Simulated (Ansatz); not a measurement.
# F₂H₆N₂SSi₂: up Jacob's ladder to CCSD(T)

Aim: compute F₂H₆N₂SSi₂ with functionals from several rungs and with coupled cluster. The yardstick is the atomisation energy at the CCSD(T) limit.

Method: functionals in def2-TZVPP, the program's frozen cores in correlated methods; program: Ansatz 0.2.0, Gaussian basis.

The runs, in order: PBE-D4, r2SCAN-D4, PBE0-D4, B3LYP-D4, ωB97X-V, ωB97M-V, B2PLYP; CCSD(T)/def2-TZVPP; MP2/def2-QZVPP; extrapolation to the limit.

### 1 The geometry

An earlier PBE0-D4 in a triple-zeta def2 set relaxation fixed the geometry.

SMILES `N[SiH2]S[Si](N)(F)F`, 13 atoms, charge 0, spin multiplicity 1.

Atoms are counted from 1 here; the program's logs count them from 0.

Bond lengths: N1–Si2 1.704 Å, N1–H8 1.008 Å, N1–H9 1.008 Å, Si2–S3 2.174 Å, Si2–H10 1.481 Å, Si2–H11 1.479 Å, S3–Si4 2.093 Å, Si4–N5 1.678 Å, Si4–F6 1.600 Å, Si4–F7 1.586 Å, N5–H12 1.005 Å, N5–H13 1.004 Å. Angles: Si2–N1–H8 118.6°, Si2–N1–H9 119.9°, H8–N1–H9 111.2°, N1–Si2–S3 117.3°, N1–Si2–H10 108.5°, N1–Si2–H11 108.7°, S3–Si2–H10 102.2°, S3–Si2–H11 107.4°, H10–Si2–H11 112.8°, Si2–S3–Si4 99.2°, S3–Si4–N5 110.3°, S3–Si4–F6 107.9°, S3–Si4–F7 114.3°, N5–Si4–F6 114.4°, N5–Si4–F7 106.9°, F6–Si4–F7 103.0°, Si4–N5–H12 122.8°, Si4–N5–H13 122.7° and more.

### 2 PBE-D4 (GGA)

in.yaml reads:

```yaml
crystal:
  periodic: [false, false, false]
  atoms:
    - {symbol: N, position_ang: [-0.598970, -0.555324, -2.372723]}
    - {symbol: Si, position_ang: [0.912397, -0.636240, -1.589413]}
    - {symbol: S, position_ang: [0.913207, -1.145511, 0.524159]}
    - {symbol: Si, position_ang: [0.143849, 0.640465, 1.298178]}
    - {symbol: N, position_ang: [-0.721251, 0.339312, 2.704526]}
    - {symbol: F, position_ang: [-0.700179, 1.355833, 0.141859]}
    - {symbol: F, position_ang: [1.245910, 1.722997, 1.657808]}
    - {symbol: H, position_ang: [-1.221357, 0.204168, -2.142966]}
    - {symbol: H, position_ang: [-1.111360, -1.401601, -2.563328]}
    - {symbol: H, position_ang: [1.687594, -1.750944, -2.179706]}
    - {symbol: H, position_ang: [1.590319, 0.670193, -1.729705]}
    - {symbol: H, position_ang: [-0.830611, 1.023394, 3.433240]}
    - {symbol: H, position_ang: [-1.309548, -0.466751, 2.818050]}
basis:
  gaussian: {orbitals: def2-TZVPP}
hamiltonian: {xc: pbe, dispersion: d4}
output: {forces: true, orbitals: {seedname: orbitals}}
```

Started as:

```console
$ ansatz run in.yaml --threads 2 --pin off --events-out ev --progress --plain --max-ram 22528MiB --backend cuda --devices 0, --max-vram 18GiB
```

After this run come: r2SCAN-D4 (meta-GGA); PBE0-D4 (hybrid); B3LYP-D4 (hybrid); ωB97X-V (range-separated); ωB97M-V (range-separated); B2PLYP (double hybrid); CCSD(T) in def2-TZVPP; MP2 in def2-QZVPP.

Q: Predict the results of all the runs planned. Wanted: atomisation energy, CCSD(T)/CBS; farthest; mean size of error, hybrid; mean size of error, range-separated; gap, smallest and largest; T1 diagnostic; triples share of the correlation energy.

**Answer**, as computed:

```
                               quantity                                 value
        atomisation energy, CCSD(T)/CBS                         4845.8 kJ/mol
 functionals within 24.2 kJ/mol (0.5 %)                      ωB97X-V, ωB97M-V
                               farthest                 B2PLYP (-84.7 kJ/mol)
             mean size of error, hybrid                           44.0 kJ/mol
    mean size of error, range-separated                           13.2 kJ/mol
              gap, smallest and largest  5.74 eV (PBE-D4), 12.25 eV (ωB97X-V)
                          T1 diagnostic                                0.0113
triples share of the correlation energy                                 3.5 %
```

PBE-D4 misses by +37.2 kJ/mol. Double hybrids carry the basis error of their MP2 part in triple zeta, and no dispersion term here, so their miss is partly the set-up's. The reference freezes the cores and leaves out relativity and excitations past (T), so misses under about 24.2 kJ/mol can't be ranked. Hartree-Fock recovers 70 % of the binding; the rest is correlation. The gap grows from 5.7 to 12.3 eV across the functionals, mostly with the share of exact exchange.
